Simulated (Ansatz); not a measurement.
# AlBH4SSn, SMILES [SnH3][Al]1[BH][S]1: a comparison of dispersion corrections

Run with Ansatz's Python interface.

`disp_albh4ssn.py`:
```python
"""Size of D3 and D4 in AlBH4SSn."""

import ansatz as az

config = {
    "basis": "def2-SVP",
}

albh4ssn = (
    az.Crystal.molecule()
    .atom("Sn", (-0.8544, 1.3527, -0.7317))
    .atom("Al", (0.8815, -0.457, -0.1524))
    .atom("B", (0.9955, -2.3117, 0.953))
    .atom("S", (2.6347, -1.1426, 0.9127))
    .atom("H", (-2.0796, 0.7275, -1.8729))
    .atom("H", (-1.7083, 1.9326, 0.7206))
    .atom("H", (-0.0745, 2.7674, -1.4828))
    .atom("H", (0.2973, -2.9259, 1.5976))
)

job = albh4ssn.calculation().basis(gaussian=config["basis"])
for name in ["pbe", "blyp"]:
    for correction in ("d3bj", "d4"):
        r = job.functional(name, dispersion=correction).run().report
        print(f"{name:8s} {correction:5s} total {r['free_energy_ev']:.5f} eV, of which dispersion {1000 * r['dispersion']['energy']['ev']:.2f} meV")
```

```console
$ python disp_albh4ssn.py
pbe      d3bj  total -23988.10240 eV, of which dispersion -179.36 meV
pbe      d4    total -23988.11385 eV, of which dispersion -190.81 meV
blyp     d3bj  total -23995.90050 eV, of which dispersion -424.62 meV
blyp     d4    total -23995.87482 eV, of which dispersion -398.94 meV
```

Reading the output:
- Total energies depend on the basis set; only differences at equal settings carry meaning.
- The geometry is a force-field or estimated start, not a minimum of this method, and the basis set is short of its limit. D4 holds the three-body term, and d3bj doesn't.
- def2 sets replace the cores of elements past krypton by effective core potentials.
- Run time: 19 s on 1 thread of Arm Neoverse N1, on a shared host, peak memory 0.19 GiB.
